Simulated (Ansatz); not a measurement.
# KNiF3: the cost of one run

Method: DFT, PAW plane waves, r2scan, in Ansatz 0.2.0.

The COD entry's cell or inner coordinates are ideal or old and differ from later refinements, so a difference from it is no clean test against experiment.

## Step 1: The system as given

It takes space group Pm-3m (No. 221, cubic). Conventional cell: a = 4.000 Å, b = 4.000 Å, c = 4.000 Å, α = 90.00°, β = 90.00°, γ = 90.00°. K (site symmetry m-3m) has 12 F at 2.83 Å as nearest neighbours. Ni (site symmetry m-3m) is surrounded by 6 F at 2.00 Å. Around F (site symmetry 4/mmm) lie 2 Ni at 2.00 Å and 4 K at 2.83 Å.

Coordinates:

```cif
data_structure
_symmetry_space_group_name_H-M 'Pm-3m'
_symmetry_Int_Tables_number 221
_cell_length_a 4.0000
_cell_length_b 4.0000
_cell_length_c 4.0000
_cell_angle_alpha 90.000
_cell_angle_beta 90.000
_cell_angle_gamma 90.000
_cell_volume 64.00
loop_
_atom_site_label
_atom_site_type_symbol
_atom_site_symmetry_multiplicity
_atom_site_Wyckoff_symbol
_atom_site_fract_x
_atom_site_fract_y
_atom_site_fract_z
_atom_site_occupancy
K1 K 1 a 0.00000 0.00000 0.00000 1
Ni1 Ni 1 b 0.50000 0.50000 0.50000 1
F1 F 3 c 0.50000 0.50000 0.00000 1
```

## Step 2: A run

Contents of input.yaml:

```yaml
crystal:
  lattice:
    - [8.0, 0.0, 0.0]
    - [0.0, 4.0, 0.0]
    - [0.0, 0.0, 4.0]
  atoms:
    - { symbol: K, position: [0.0, 0.0, 0.0] }
    - { symbol: Ni, position: [0.25, 0.5, 0.5], spin: 2.0 }
    - { symbol: F, position: [0.25, 0.5, 0.0] }
    - { symbol: F, position: [0.0, 0.5, 0.5] }
    - { symbol: F, position: [0.25, 0.0, 0.5] }
    - { symbol: K, position: [0.5, 0.0, 0.0] }
    - { symbol: Ni, position: [0.75, 0.5, 0.5], spin: 2.0 }
    - { symbol: F, position: [0.75, 0.5, 0.0] }
    - { symbol: F, position: [0.5, 0.5, 0.5] }
    - { symbol: F, position: [0.75, 0.0, 0.5] }
  symmetry: { tolerance: 0.0003 }
hamiltonian:
  xc: r2scan
  pseudopotentials: { kind: paw, azcp: { folder: soft_1 } }
basis:
  ecutwfc: 500
magnetization:
  spin_polarized: true
scf:
  occupations: { method: fermi_dirac, width: 0.05 }
kpoints:
  mp_grid: { grid: [4, 7, 7], shift: [0, 0, 0] }
output:
  forces: true
  stress: true
  eigenvalues: true
```

Command:

```bash
$ ansatz run input.yaml --threads 2 --pin off --max-ram 5632MiB --backend cpu --events-out ev --progress --plain --runs-dir out
```

What time and memory should one allow on 2 threads of Arm Neoverse V1, shared host?

About 77 s, with a peak of 0.9 GiB.
